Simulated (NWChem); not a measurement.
# InH2O2F (SMILES [OH][In]([OH])[F]): levels of theory compared

We compute a comparison of 3 runs (HF/STO-3G, HF/3-21G, MP2/def2-SVPD) of InH2O2F. 

The calculation is run with NWChem 7.3.0.

**1. The system as given**

InH2O2F: 6 atoms, total charge 0, spin state singlet. SMILES: `[OH][In]([OH])[F]`. The shape is that of a PBE0-D4/def2-TZVP optimisation. This is one conformer, not always the lowest.

Bond lengths: O1–In2 1.967 Å, In2–O3 1.958 Å, In2–F4 1.941 Å, O1–H5 0.962 Å, O3–H6 0.961 Å. Angles: O1–In2–O3 126.7°, O1–In2–F4 115.7°, O3–In2–F4 117.6°, In2–O1–H5 111.4°, In2–O3–H6 112.0°.

**2. Energy and gradient at HF/STO-3G (run 1)**

input.xyz

```xyz
6
FH2InO2 gradient
O     -0.325900     1.566600    -0.588900
In    -0.067500    -0.327300    -0.125400
O      0.870300    -1.030400     1.442700
F     -0.830400    -1.608900    -1.366800
H     -0.819100     1.663400    -1.408600
H      1.214700    -0.327400     2.000800
```

input.nw

```
start input
title "FH2InO2 gradient"
memory 2200 mb
charge 0
geometry noautosym nocenter noautoz
  load format xyz input.xyz
end
basis "ao basis" spherical bse
  * library STO-3G
end
scf
  thresh 1e-08
  maxiter 80
  print medium
end
task scf gradient
```

Started as:

```sh
$ nwchem input.nw > input.out
```

Log:

```text
[...]
  functions       =    44
[...]
  wavefunction    = RHF
[...]
         Total SCF energy =  -5929.769077286494
      One-electron energy =  -9014.410698968808
      Two-electron energy =   2685.768209613817
 Nuclear repulsion energy =    398.873412068497
        Time for solution =      7.4s
[...]
                         RHF ENERGY GRADIENTS
    atom               coordinates                        gradient
                 x          y          z           x          y          z
   1 O      -0.615862   2.960445  -1.112860   -0.023520   0.024622  -0.039459
   2 In     -0.127557  -0.618507  -0.236972    0.003718  -0.000139   0.006169
   3 O       1.644629  -1.947174   2.726308    0.024093   0.017550   0.039628
   4 F      -1.569228  -3.040380  -2.582877   -0.011084  -0.017236  -0.018062
   5 H      -1.547875   3.143370  -2.661868    0.017126   0.002280   0.028358
   6 H       2.295450  -0.618696   3.780964   -0.010333  -0.027077  -0.016634
[...]
```

Wall time 11 s (1 thread of Intel Xeon Platinum 8259CL at 2.50GHz (Skylake/Cascade Lake), shared host); peak memory 0.1 GiB.

**3. Energy and forces at HF/3-21G (run 2)**

work.xyz

```xyz
6
FH2InO2 hf
O     -0.325900     1.566600    -0.588900
In    -0.067500    -0.327300    -0.125400
O      0.870300    -1.030400     1.442700
F     -0.830400    -1.608900    -1.366800
H     -0.819100     1.663400    -1.408600
H      1.214700    -0.327400     2.000800
```

work.nw

```
start work
title "FH2InO2 hf"
memory total 2200 mb

geometry noautosym nocenter noautoz
 load work.xyz
end

basis spherical bse
 * library 3-21G
end

scf
 singlet
 rhf
 thresh 1e-08
 maxiter 80
end

task scf gradient
```

Started as:

```sh
$ nwchem work.nw > work.out
```

Log:

```text
[...]
  functions       =    62
[...]
  wavefunction    = RHF
[...]
         Total SCF energy =  -5963.757172166182
      One-electron energy =  -9036.622829643717
      Two-electron energy =   2673.992245409038
 Nuclear repulsion energy =    398.873412068497
        Time for solution =      8.0s
[...]
                         RHF ENERGY GRADIENTS
    atom               coordinates                        gradient
                 x          y          z           x          y          z
   1 O      -0.615862   2.960445  -1.112860   -0.002574   0.018637  -0.004613
   2 In     -0.127557  -0.618507  -0.236972    0.004567   0.011823   0.007355
   3 O       1.644629  -1.947174   2.726308    0.007546  -0.008418   0.012668
   4 F      -1.569228  -3.040380  -2.582877   -0.006603  -0.012087  -0.010727
   5 H      -1.547875   3.143370  -2.661868    0.003579  -0.010651   0.006132
   6 H       2.295450  -0.618696   3.780964   -0.006515   0.000696  -0.010816
[...]
```

Run time: 11 s. Hardware: 1 thread of Intel Xeon Platinum 8259CL at 2.50GHz (Skylake/Cascade Lake), shared host; peak memory 0.099 GiB.

**4. Energy and forces at MP2/def2-SVPD (core potential) (run 3)**

fh2ino2.nw

```
start fh2ino2
memory 2200 mb

geometry noautosym nocenter noautoz
  O       -0.325900       1.566600      -0.588900
  In      -0.067500      -0.327300      -0.125400
  O        0.870300      -1.030400       1.442700
  F       -0.830400      -1.608900      -1.366800
  H       -0.819100       1.663400      -1.408600
  H        1.214700      -0.327400       2.000800
end

basis spherical bse
  * library def2-SVPD
end

ecp bse
  In library def2-SVPD
end

scf
  thresh 1e-08
  maxiter 80
end

mp2
  freeze core 7
  tight
end

task mp2 gradient
```

Started as:

```sh
$ nwchem fh2ino2.nw > fh2ino2.out
```

Log:

```text
[...]
  functions       =   117
[...]
  wavefunction    = RHF
[...]
         Total SCF energy =   -439.403015442572
      One-electron energy =  -1076.495397751031
      Two-electron energy =    439.684094331817
 Nuclear repulsion energy =    197.408287976642
        Time for solution =     49.2s
[...]
          Total MP2 energy          -440.108360775590
[...]
                         mp2 ENERGY GRADIENTS
    atom               coordinates                        gradient
                 x          y          z           x          y          z
   1 O      -0.615862   2.960445  -1.112860   -0.001131  -0.014053  -0.001616
   2 In     -0.127557  -0.618507  -0.236972    0.000683   0.000873   0.001117
   3 O       1.644629  -1.947174   2.726308   -0.005537   0.009058  -0.009349
   4 F      -1.569228  -3.040380  -2.582877    0.006006   0.010892   0.009758
   5 H      -1.547875   3.143370  -2.661868    0.003736  -0.003124   0.006253
   6 H       2.295450  -0.618696   3.780964   -0.003757  -0.003645  -0.006163
[...]
```

Wall time 2.1 min (1 thread of Intel Xeon Platinum 8259CL at 2.50GHz (Skylake/Cascade Lake), shared host); peak memory 0.65 GiB.

**5. The series**

```tsv
run	level	module	core potential	energy (Eh)	dipole moment (D)	HOMO energy (eV)	LUMO energy (eV)	wall time
1	HF/STO-3G	scf	–	-5929.769077	1.03	-8.03	6.81	11 s
2	HF/3-21G	scf	–	-5963.757172	2.21	-12.39	1.54	11 s
3	MP2/def2-SVPD (core potential)	mp2	def2-SVPD	-440.108361	2.02	-13.59	0.30	2.1 min
```

**6. Outcome**

| quantity | value |
| --- | --- |
| run 3: total energy | -440.10836 Eh |
| run 3: dipole moment (of the density that the program reports) | 2.02 D |
| run 3: HOMO energy (Hartree–Fock orbitals) | -13.59 eV |
| run 3: LUMO energy (Hartree–Fock orbitals) | 0.30 eV |
| run 3: HOMO–LUMO gap (Hartree–Fock orbitals) | 13.89 eV |
| run 3: correlation energy (7 core orbitals frozen) | -705.3 mEh |
| run 3: largest force on an atom | 0.813 eV/Å |

The dipole moment (its size) runs from 1.03 D (HF/STO-3G) to 2.21 D (HF/3-21G). Some runs of one species differ in core potentials or relativity; totals across that change don't compare. In run 1 the basis is minimal, so the values are rough. In runs 1, 2 relativity is left out where basis or elements ask for it. All runs together took 2.5 min, the longest 2.1 min.
